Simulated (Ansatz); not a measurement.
# GeAsH₃ (singlet): wave-function methods side by side, cc-pVTZ

Aim: climb from Hartree-Fock through coupled cluster and multireference methods for GeAsH₃ (singlet) at one geometry and basis, and see what each rung misses.

Method: cc-pVTZ, core rule «outside noble gas», up to 28 orbitals frozen; program: Ansatz 0.2.0, Gaussian basis.

The runs, in order: UHF; CCSD(T) on RHF; BCCD(T) on RHF; CCSDT(Q) on RHF; CASSCF and NEVPT2, 12 electrons in 11 orbitals.

3 further runs of the same task are left out: 3 set aside as unsound or not needed.

## Step 1: The geometry

The geometry is a PBE0/def2-TZVP stationary point (not a proven minimum). No spin-orbit coupling is included. The filled d shell of Ge, As may be among the frozen orbitals whatever the setting's name suggests; the logs give the count.

5 atoms, charge 0, spin multiplicity 1.

Atoms are counted from 1 here; the program's logs count them from 0.

Bond lengths: Ge1–As2 2.251 Å, Ge1–H3 1.846 Å, Ge1–H4 1.555 Å, Ge1–H5 1.555 Å, As2–H3 1.673 Å. Angles: As2–Ge1–H3 46.9°, As2–Ge1–H4 126.3°, As2–Ge1–H5 126.3°, H3–Ge1–H4 108.3°, H3–Ge1–H5 108.3°, H4–Ge1–H5 105.5°, Ge1–As2–H3 53.7°, Ge1–H3–As2 79.4°.

## Step 2: UHF

File in.yaml:

```yaml
crystal:
  periodic: [false, false, false]
  atoms:
    - {symbol: Ge, position_ang: [-0.018407, 0.000000, 1.115960]}
    - {symbol: As, position_ang: [-0.004730, 0.000000, -1.134971]}
    - {symbol: H, position_ang: [1.337856, 0.000000, -0.136995]}
    - {symbol: H, position_ang: [0.170146, 1.237454, 2.038120]}
    - {symbol: H, position_ang: [0.170145, -1.237455, 2.038119]}
basis:
  gaussian: {orbitals: cc-pVTZ}
magnetization: {spin_polarized: true, initial_magnetization: 0}
hamiltonian: {xc: hf}
output: {orbitals: {seedname: orbitals}}
```

On the command line:

```bash
ansatz run in.yaml --threads 1 --pin off --events-out ev --progress --plain --max-ram 2816MiB --backend cpu
```

The runs that follow: CCSD(T) on RHF; BCCD(T) on RHF; CCSDT(Q) on RHF; CASSCF and NEVPT2, 12 electrons in 11 orbitals.

Q: Predict the results of all the runs planned. Wanted: RCCSDT(Q) below the RHF energy; RMP2 from RCCSDT(Q); RCCSD from RCCSDT(Q); RCCSD(T) from RCCSDT(Q); NEVPT2 valence from RCCSDT(Q); T1 diagnostic; effectively unpaired electrons.

As calculated:

```
                         quantity          value
   RCCSDT(Q) below the RHF energy     -8.0879 eV
              RMP2 from RCCSDT(Q)  +127.5 kJ/mol
             RCCSD from RCCSDT(Q)   +39.0 kJ/mol
          RCCSD(T) from RCCSDT(Q)    +5.3 kJ/mol
    NEVPT2 valence from RCCSDT(Q)  +124.1 kJ/mol
levels within 1 kcal/mol (43 meV)         RCCSDT
                    T1 diagnostic          0.015
   effectively unpaired electrons           0.05
```

What this shows: RCCSD(T) misses by +5.3 kJ/mol, 0.7 % of the correlation energy. One determinant dominates. These misses are within one basis, not against nature.
